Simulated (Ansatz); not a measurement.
**C3H9NSi: basis-set convergence**

The task here is to estimate one member of a computed series from the others.

Program: Ansatz 0.2.0, Gaussian basis. Level of theory: one geometry, several basis sets. These are calculated values, not measurements.

Plan: PBE0-D4/def2-SVP; ωB97M-V/def2-SVP; PBE0-D4/def2-QZVPP; ωB97M-V/def2-QZVPP; the functionals' def2-TZVPP values are taken from earlier runs.

## The relaxed structure

An earlier PBE0-D4 in a triple-zeta def2 set relaxation fixed the geometry.

SMILES `CC(C)[Si]N`, 14 atoms, charge 0, spin multiplicity 1.

Atoms are counted from 1 here; the program's logs count them from 0.

Bond lengths: C1–C2 1.520 Å, C1–H6 1.096 Å, C1–H7 1.094 Å, C1–H8 1.096 Å, C2–C3 1.531 Å, C2–Si4 1.926 Å, C2–H9 1.102 Å, C3–H10 1.095 Å, C3–H11 1.094 Å, C3–H12 1.095 Å, Si4–N5 1.707 Å, N5–H13 1.010 Å, N5–H14 1.008 Å. Angles: C2–C1–H6 111.4°, C2–C1–H7 112.2°, C2–C1–H8 111.3°, H6–C1–H7 107.0°, H6–C1–H8 106.6°, H7–C1–H8 107.9°, C1–C2–C3 111.4°, C1–C2–Si4 118.5°, C1–C2–H9 108.5°, C3–C2–Si4 107.7°, C3–C2–H9 107.0°, Si4–C2–H9 102.9°, C2–C3–H10 111.2°, C2–C3–H11 112.1°, C2–C3–H12 111.3°, H10–C3–H11 107.2°, H10–C3–H12 107.2°, H11–C3–H12 107.7° and more.

Set-up of the first run:

Input file in.yaml:

```yaml
crystal:
  periodic: [false, false, false]
  atoms:
    - {symbol: C, position_ang: [-1.053573, -0.235429, 0.669593]}
    - {symbol: C, position_ang: [0.332433, 0.358657, 0.482634]}
    - {symbol: C, position_ang: [1.425375, -0.644233, 0.862558]}
    - {symbol: Si, position_ang: [0.790257, 1.103766, -1.233173]}
    - {symbol: N, position_ang: [-0.631626, 0.767748, -2.116308]}
    - {symbol: H, position_ang: [-1.202286, -0.588868, 1.695845]}
    - {symbol: H, position_ang: [-1.846221, 0.489439, 0.461959]}
    - {symbol: H, position_ang: [-1.207511, -1.100407, 0.015136]}
    - {symbol: H, position_ang: [0.436739, 1.220815, 1.160804]}
    - {symbol: H, position_ang: [1.379439, -1.537106, 0.230246]}
    - {symbol: H, position_ang: [2.428137, -0.220427, 0.753010]}
    - {symbol: H, position_ang: [1.316781, -0.976523, 1.900179]}
    - {symbol: H, position_ang: [-1.458988, 0.304655, -1.768202]}
    - {symbol: H, position_ang: [-0.721956, 1.028815, -3.085479]}
basis:
  gaussian: {orbitals: def2-SVP}
hamiltonian: {xc: pbe0, dispersion: d4}
output: {orbitals: {seedname: orbitals}}
```

Command:

```sh
$ ansatz run in.yaml --threads 4 --pin off --events-out ev --progress --plain --max-ram 10444MiB
```

Among the steps run: PBE0-D4 in def2-SVP; ωB97M-V in def2-SVP; PBE0-D4 in def2-QZVPP; ωB97M-V in def2-QZVPP.

One table of the session follows, with a row left open; its other results are not shown here.

| functional | basis | HOMO (eV) |
| --- | --- | --- |
| PBE0-D4 | def2-SVP | -5.78 |
| PBE0-D4 | def2-TZVPP | ? |
| PBE0-D4 | def2-QZVPP | -5.91 |
| ωB97M-V | def2-SVP | -7.85 |
| ωB97M-V | def2-TZVPP | -7.96 |
| ωB97M-V | def2-QZVPP | -8.00 |

**Question.** Estimate the row for PBE0-D4, def2-TZVPP.

As computed: HOMO (eV): -5.87. In the column «HOMO (eV)» it lies between PBE0-D4, def2-QZVPP (-5.91) and PBE0-D4, def2-SVP (-5.78).
